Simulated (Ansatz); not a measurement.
# BrFHInOSi: up Jacob's ladder to CCSD(T)

The task here is to estimate one member of a computed series from the others.

Method: functionals in def2-TZVPP, the program's frozen cores in correlated methods; program: Ansatz 0.2.0, Gaussian basis.

The runs, in order: LDA (SPW92), PBE-D4, revPBE-D4, BLYP-D4, r2SCAN-D4, B97M-V, PBE0-D4, B3LYP-D4, r2SCANh-D4, r2SCAN0-D4, HSE06-D4, BHLYP-D4, CAM-B3LYP-D4, LC-ωPBE, ωB97X-V, ωB97M-V, B2PLYP, PBE-QIDH; CCSD(T)/def2-SVP; CCSD(T)/def2-TZVPP; MP2/def2-QZVPP; extrapolation to the limit; RPA on PBE.

## The geometry

The geometry comes from an earlier relaxation with PBE0-D4 in a triple-zeta def2 set; it is a stationary point. In takes the def2 core potential; no spin-orbit term is included.

6 atoms, charge 0, spin multiplicity 1.

Atoms are counted from 1 here; the program's logs count them from 0.

Bond lengths: F1–Si2 1.590 Å, Si2–Br3 2.262 Å, Si2–O4 1.582 Å, Si2–H6 1.473 Å, O4–In5 2.098 Å. Angles: F1–Si2–Br3 104.8°, F1–Si2–O4 113.5°, F1–Si2–H6 107.0°, Br3–Si2–O4 107.7°, Br3–Si2–H6 107.1°, O4–Si2–H6 115.9°, Si2–O4–In5 126.7°.

The first run:

in.yaml

```yaml
crystal:
  periodic: [false, false, false]
  atoms:
    - {symbol: F, position_ang: [-0.359258, -1.920469, 0.114713]}
    - {symbol: Si, position_ang: [-0.308402, -0.394064, -0.327951]}
    - {symbol: Br, position_ang: [-1.355895, 0.726242, 1.334277]}
    - {symbol: O, position_ang: [1.160726, 0.180455, -0.443391]}
    - {symbol: In, position_ang: [2.050623, 1.609633, 0.808508]}
    - {symbol: H, position_ang: [-1.145794, -0.265798, -1.532357]}
basis:
  gaussian: {orbitals: def2-TZVPP}
hamiltonian: {xc: lda}
output: {orbitals: {seedname: orbitals}}
```

Among the steps run: LDA; PBE-D4 (GGA); revPBE-D4 (GGA); BLYP-D4 (GGA); r2SCAN-D4 (meta-GGA); B97M-V (meta-GGA); PBE0-D4 (hybrid); B3LYP-D4 (hybrid); r2SCANh-D4 (hybrid); r2SCAN0-D4 (hybrid); HSE06-D4 (hybrid); BHLYP-D4 (hybrid); CAM-B3LYP-D4 (range-separated); LC-ωPBE (range-separated); ωB97X-V (range-separated); ωB97M-V (range-separated); B2PLYP (double hybrid); PBE-QIDH (double hybrid).

One table of the session follows, with a row left open; its other results are not shown here.

It belongs to the step «Orbital energies across the functionals». 

```
  functional  HOMO (eV)  LUMO (eV)  gap (eV)
 LDA (SPW92)      -6.92      -2.71      4.22
      PBE-D4      -6.66      -2.46      4.20
   revPBE-D4      -6.58      -2.37      4.21
     BLYP-D4      -6.58      -2.44      4.14
   r2SCAN-D4      -6.94      -2.29      4.65
      B97M-V      -6.75      -2.49      4.26
     PBE0-D4          ?          ?         ?
    B3LYP-D4      -7.56      -2.07      5.49
  r2SCANh-D4      -7.32      -2.05      5.27
  r2SCAN0-D4      -7.88      -1.71      6.17
    HSE06-D4      -7.27      -2.16      5.11
    BHLYP-D4      -8.56      -1.21      7.34
CAM-B3LYP-D4      -8.95      -1.03      7.92
     LC-ωPBE     -10.05      -0.01     10.05
     ωB97X-V      -9.79      -0.11      9.68
     ωB97M-V      -9.76      -0.35      9.41
```

Q: Estimate the row for PBE0-D4 from the others.

**Answer.** HOMO (eV): -7.67; LUMO (eV): -1.81; gap (eV): 5.86. In the column «HOMO (eV)» it lies between r2SCAN0-D4 (-7.88) and B3LYP-D4 (-7.56).
